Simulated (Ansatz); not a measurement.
# HfCl (quartet): wave-function methods side by side, def2-TZVPP

The task here is to estimate one member of a computed series from the others.

Program: Ansatz 0.2.0, Gaussian basis. Level of theory: def2-TZVPP, core rule «outside noble gas», up to 9 orbitals frozen. These are calculated values, not measurements.

To be run: UHF; ROHF; CCSD(T) on UHF.

2 further runs of the same task are left out: 2 set aside as unsound or not needed.

## The system

The geometry is a PBE0/def2-TZVP stationary point (not a proven minimum) of the parent state, kept for this charge and spin. No spin-orbit coupling is included. Elements past krypton take def2 core potentials.

2 atoms, charge 0, spin multiplicity 4.

Atoms are counted from 1 here; the program's logs count them from 0.

Bond lengths: Hf1–Cl2 2.304 Å.

The first run:

Contents of in.yaml:

```yaml
crystal:
  periodic: [false, false, false]
  atoms:
    - {symbol: Hf, position_ang: [0.000000, 0.000000, 0.000000]}
    - {symbol: Cl, position_ang: [0.000000, 0.000000, 2.304299]}
basis:
  gaussian: {orbitals: def2-TZVPP}
magnetization: {spin_polarized: true, initial_magnetization: 3}
hamiltonian: {xc: hf}
output: {orbitals: {seedname: orbitals}}
```

On the command line:

```console
ansatz run in.yaml --threads 1 --pin off --events-out ev --progress --plain --max-ram 4096MiB --backend cpu
```

Among the steps run: UHF; ROHF; CCSD(T) on UHF.

One table of the session follows, with a row left open; its other results are not shown here.

| method | from UCCSD(T) (kJ/mol) |
| --- | --- |
| ROHF | +699.5 |
| UHF | +688.7 |
| UMP2 | ? |
| UCCSD | +29.0 |
| UCCSD(T) | 0 |

Q: Estimate the row for UMP2 from the others.

As computed: from UCCSD(T) (kJ/mol): +82.8. In the column «from UCCSD(T) (kJ/mol)» it lies between UCCSD (+29.0) and UHF (+688.7).
